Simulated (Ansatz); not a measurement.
**Alloy of MgO and CdO (22 of 32 Mg sites exchanged), 64 atoms**

Aim: relax the alloy cell and compare the gap by PBEsol, HSE06 and r²SCAN.

All numbers are computed with Ansatz 0.2.0 (PAW, plane waves).

## 1. The system as built

64 atoms (32 O, 22 Cd, 10 Mg); a = 9.086 Å, b = 9.086 Å, c = 9.086 Å, α = 90.00°, β = 90.00°, γ = 90.00°. All atoms were shaken off their sites by about 0.02 Å along each axis.

Steps to follow: (2) PBEsol cell relaxation at the single k point (¼, ¼, ¼), on 7 threads of Arm Neoverse-V2; (3) HSE06 single point at the Γ point alone, on 7 threads of Arm Neoverse-V2; (4) r²SCAN single point at the Γ point alone, on 7 threads of Arm Neoverse-V2.

## 2. Relaxing cell and atoms with PBEsol

in.yaml

```yaml
crystal:
  lattice:
    - [9.085922, 0.000000, 0.000000]
    - [0.000000, 9.085922, 0.000000]
    - [0.000000, 0.000000, 9.085922]
  atoms:
    - { symbol: O, position: [0.249783, 0.001009, 0.998708] }
    - { symbol: O, position: [0.248113, 0.996635, 0.501368] }
    - { symbol: O, position: [0.250618, 0.499869, 0.000469] }
    - { symbol: O, position: [0.251147, 0.501562, 0.501073] }
    - { symbol: O, position: [0.748632, 0.999511, 0.003856] }
    - { symbol: O, position: [0.747199, 0.999304, 0.504137] }
    - { symbol: O, position: [0.750732, 0.498852, 0.002279] }
    - { symbol: O, position: [0.754977, 0.498123, 0.501679] }
    - { symbol: O, position: [0.000262, 0.247786, 0.997998] }
    - { symbol: O, position: [0.000995, 0.250821, 0.502647] }
    - { symbol: O, position: [0.000612, 0.749631, 0.997175] }
    - { symbol: O, position: [0.998999, 0.747401, 0.500685] }
    - { symbol: O, position: [0.505754, 0.247426, 0.997479] }
    - { symbol: O, position: [0.499715, 0.251308, 0.494973] }
    - { symbol: O, position: [0.502265, 0.749268, 0.002479] }
    - { symbol: O, position: [0.502401, 0.747343, 0.503640] }
    - { symbol: O, position: [0.997664, 0.996680, 0.247557] }
    - { symbol: O, position: [0.000017, 0.001475, 0.751419] }
    - { symbol: O, position: [0.997765, 0.500397, 0.246614] }
    - { symbol: O, position: [0.997131, 0.499876, 0.749873] }
    - { symbol: O, position: [0.494780, 0.002669, 0.249702] }
    - { symbol: O, position: [0.497852, 0.996827, 0.746388] }
    - { symbol: O, position: [0.500104, 0.497117, 0.251116] }
    - { symbol: O, position: [0.499660, 0.498895, 0.748571] }
    - { symbol: O, position: [0.249068, 0.248324, 0.246605] }
    - { symbol: O, position: [0.249054, 0.249937, 0.752436] }
    - { symbol: O, position: [0.251985, 0.745196, 0.244455] }
    - { symbol: O, position: [0.253518, 0.749595, 0.749960] }
    - { symbol: O, position: [0.751044, 0.246470, 0.245936] }
    - { symbol: O, position: [0.750244, 0.251061, 0.750501] }
    - { symbol: O, position: [0.748771, 0.752156, 0.251949] }
    - { symbol: O, position: [0.752786, 0.751614, 0.748687] }
    - { symbol: Cd, position: [0.002163, 0.003379, 0.003536] }
    - { symbol: Cd, position: [0.003056, 0.992669, 0.500248] }
    - { symbol: Cd, position: [0.997542, 0.502346, 0.998603] }
    - { symbol: Cd, position: [0.001269, 0.499104, 0.497286] }
    - { symbol: Cd, position: [0.501530, 0.001325, 0.998044] }
    - { symbol: Cd, position: [0.499313, 0.003781, 0.498600] }
    - { symbol: Cd, position: [0.247610, 0.250196, 0.501274] }
    - { symbol: Cd, position: [0.247796, 0.747929, 0.001389] }
    - { symbol: Cd, position: [0.249655, 0.751587, 0.498430] }
    - { symbol: Cd, position: [0.750721, 0.247967, 0.995744] }
    - { symbol: Cd, position: [0.745535, 0.248697, 0.500862] }
    - { symbol: Cd, position: [0.752660, 0.751321, 0.997443] }
    - { symbol: Cd, position: [0.250567, 0.000843, 0.251764] }
    - { symbol: Cd, position: [0.248674, 0.006378, 0.749225] }
    - { symbol: Cd, position: [0.249482, 0.497162, 0.248180] }
    - { symbol: Cd, position: [0.749507, 0.000999, 0.251483] }
    - { symbol: Cd, position: [0.745946, 0.000466, 0.748237] }
    - { symbol: Cd, position: [0.749930, 0.502301, 0.249251] }
    - { symbol: Cd, position: [0.751534, 0.499198, 0.752415] }
    - { symbol: Cd, position: [0.999432, 0.248964, 0.244502] }
    - { symbol: Cd, position: [0.996905, 0.751958, 0.250640] }
    - { symbol: Cd, position: [0.499728, 0.249526, 0.748121] }
    - { symbol: Mg, position: [0.494773, 0.500157, 0.000693] }
    - { symbol: Mg, position: [0.498487, 0.497891, 0.501130] }
    - { symbol: Mg, position: [0.254412, 0.249623, 0.998774] }
    - { symbol: Mg, position: [0.751086, 0.750914, 0.501207] }
    - { symbol: Mg, position: [0.247480, 0.500532, 0.748000] }
    - { symbol: Mg, position: [0.996841, 0.256312, 0.751654] }
    - { symbol: Mg, position: [0.998978, 0.750267, 0.751630] }
    - { symbol: Mg, position: [0.499773, 0.253996, 0.254279] }
    - { symbol: Mg, position: [0.499908, 0.748025, 0.246105] }
    - { symbol: Mg, position: [0.498240, 0.748310, 0.754314] }
  symmetry: { detect: false }
kpoints:
  mp_grid: { grid: [1, 1, 1], shift: [0.25, 0.25, 0.25] }
hamiltonian:
  xc: pbesol
scf:
  occupations: { method: fermi_dirac, width: 0.01 }
relax:
  f_tol: 0.03
  max_steps: 80
  escape_saddle: false
  adjacent_minimum: "off"
  cell: { fix: [shape] }
output:
  forces: true
  eigenvalues: true
  populations: true
```

Further steps of the session: HSE06 single point; r²SCAN on the same atoms.

What does the calculation give? Wanted: for each run, top filled to lowest empty.

As calculated:

| level | time | k points | top filled to lowest empty (eV) |
| --- | --- | --- | --- |
| PBEsol, relaxation | 2.9 min (7 CPU threads) | (¼, ¼, ¼) | 1.53 |
| HSE06 | 6.9 min (7 CPU threads) | Γ | 1.53 |
| r²SCAN | 66 s (7 CPU threads) | Γ | 0.69 |

| quantity | value |
| --- | --- |
| relaxation | 11 recorded steps, 3.18 eV gained |
| largest shift | 0.25 Å (O13) |
| relaxed cell | a = 9.143 Å, b = 9.143 Å, c = 9.143 Å, α = 90.00°, β = 90.00°, γ = 90.00° |
| mean bonds | Cd–O 2.326, Mg–O 2.197 Å |

**What this shows.** Relaxation gains 3.18 eV, with shifts up to 0.25 Å (O13), while the volume changes by +1.9 %. The mean lengths of the listed bonds run from Mg–O 2.20 Å to Cd–O 2.33 Å. At the same k points, r²SCAN gives a spacing 0.84 eV smaller than the 1.53 eV of HSE06. The relaxation ran on other k points, so part of any difference from the later rows can come from the mesh. The HSE06 single point took about 6.3 times as long as the r²SCAN one on the same kind of device. With one k point the spacing samples only the states that fold onto it, so it can exceed the gap over the zone.
